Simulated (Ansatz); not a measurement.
**C₄H₁₀Mg: one species, many methods**

One table from this session's results is given with a row withheld; the runs are named, their logs left out.

Computed with Ansatz 0.2.0, Gaussian basis. Level: functionals in def2-TZVPP, the program's frozen cores in correlated methods.

The runs, in order: LDA (SPW92), PBE-D4, revPBE-D4, BLYP-D4, r2SCAN-D4, B97M-V, PBE0-D4, B3LYP-D4, r2SCANh-D4, r2SCAN0-D4, HSE06-D4, BHLYP-D4, CAM-B3LYP-D4, LC-ωPBE, ωB97X-V, ωB97M-V, B2PLYP, PBE-QIDH; CCSD(T)/def2-SVP; CCSD(T)/def2-TZVPP; MP2/def2-QZVPP; extrapolation to the limit; RPA on PBE.

### The relaxed structure

The geometry comes from an earlier relaxation with PBE0-D4 in a triple-zeta def2 set; it is a stationary point, not always the lowest conformer.

SMILES `C[CH2][Mg][CH2]C`, 15 atoms, charge 0, spin multiplicity 1.

Atoms are counted from 1 here; the program's logs count them from 0.

Bond lengths: C1–C2 1.531 Å, C1–H6 1.095 Å, C1–H7 1.097 Å, C1–H8 1.095 Å, C2–Mg3 2.106 Å, C2–H9 1.098 Å, C2–H10 1.098 Å, Mg3–C4 2.106 Å, C4–C5 1.531 Å, C4–H11 1.098 Å, C4–H12 1.098 Å, C5–H13 1.095 Å, C5–H14 1.097 Å, C5–H15 1.095 Å. Angles: C2–C1–H6 112.0°, C2–C1–H7 112.8°, C2–C1–H8 112.0°, H6–C1–H7 106.5°, H6–C1–H8 106.5°, H7–C1–H8 106.5°, C1–C2–Mg3 116.2°, C1–C2–H9 109.5°, C1–C2–H10 109.5°, Mg3–C2–H9 108.2°, Mg3–C2–H10 108.2°, H9–C2–H10 104.7°, C2–Mg3–C4 179.4°, Mg3–C4–C5 116.2°, Mg3–C4–H11 108.2°, Mg3–C4–H12 108.2°, C5–C4–H11 109.5°, C5–C4–H12 109.5° and more.

Set-up of the first run:

in.yaml reads:

```yaml
crystal:
  periodic: [false, false, false]
  atoms:
    - {symbol: C, position_ang: [0.446976, 2.056507, 1.918572]}
    - {symbol: C, position_ang: [1.170797, 0.717342, 1.755185]}
    - {symbol: Mg, position_ang: [0.509449, -0.511828, 0.178600]}
    - {symbol: C, position_ang: [-0.168062, -1.724871, -1.403596]}
    - {symbol: C, position_ang: [-1.340121, -1.177383, -2.222454]}
    - {symbol: H, position_ang: [-0.624382, 1.924959, 2.101788]}
    - {symbol: H, position_ang: [0.835534, 2.650650, 2.755101]}
    - {symbol: H, position_ang: [0.534949, 2.682903, 1.024949]}
    - {symbol: H, position_ang: [1.097458, 0.145528, 2.689769]}
    - {symbol: H, position_ang: [2.246017, 0.896547, 1.622587]}
    - {symbol: H, position_ang: [-0.436524, -2.706925, -0.992139]}
    - {symbol: H, position_ang: [0.681455, -1.925439, -2.069850]}
    - {symbol: H, position_ang: [-1.100197, -0.218458, -2.693174]}
    - {symbol: H, position_ang: [-1.646684, -1.853184, -3.030585]}
    - {symbol: H, position_ang: [-2.228465, -1.007248, -1.605553]}
basis:
  gaussian: {orbitals: def2-TZVPP}
hamiltonian: {xc: lda}
output: {orbitals: {seedname: orbitals}}
```

Run with:

```console
$ ansatz run in.yaml --threads 2 --pin off --events-out ev --progress --plain --max-ram 22528MiB --backend cuda --devices 0, --max-vram 18GiB
```

Among the steps run: LDA; PBE-D4 (GGA); revPBE-D4 (GGA); BLYP-D4 (GGA); r2SCAN-D4 (meta-GGA); B97M-V (meta-GGA); B3LYP-D4 (hybrid); r2SCANh-D4 (hybrid); r2SCAN0-D4 (hybrid); HSE06-D4 (hybrid); BHLYP-D4 (hybrid); CAM-B3LYP-D4 (range-separated); LC-ωPBE (range-separated); ωB97X-V (range-separated); ωB97M-V (range-separated); B2PLYP (double hybrid); PBE-QIDH (double hybrid).

One table of the session follows, with a row left open; its other results are not shown here.

It belongs to the step «Frontier levels by functional». 

| functional | HOMO (eV) | gap (eV) |
| --- | --- | --- |
| LDA (SPW92) | -4.89 | 3.59 |
| PBE-D4 | -4.76 | 3.60 |
| revPBE-D4 | -4.70 | 3.61 |
| BLYP-D4 | -4.65 | 3.53 |
| r2SCAN-D4 | -4.95 | 4.20 |
| B97M-V | -5.03 | 3.85 |
| PBE0-D4 | -5.89 | 5.37 |
| B3LYP-D4 | -5.70 | 4.95 |
| r2SCANh-D4 | -5.38 | 4.83 |
| r2SCAN0-D4 | -6.03 | 5.76 |
| HSE06-D4 | -5.49 | 4.64 |
| BHLYP-D4 | -6.95 | 6.94 |
| CAM-B3LYP-D4 | -7.21 | 7.37 |
| LC-ωPBE | -8.53 | 9.64 |
| ωB97X-V | ? | ? |
| ωB97M-V | -8.06 | 8.55 |

Q: Estimate the row for ωB97X-V from the others.

**Answer.** HOMO (eV): -8.18; gap (eV): 9.17. In the column «HOMO (eV)» it lies between LC-ωPBE (-8.53) and ωB97M-V (-8.06).
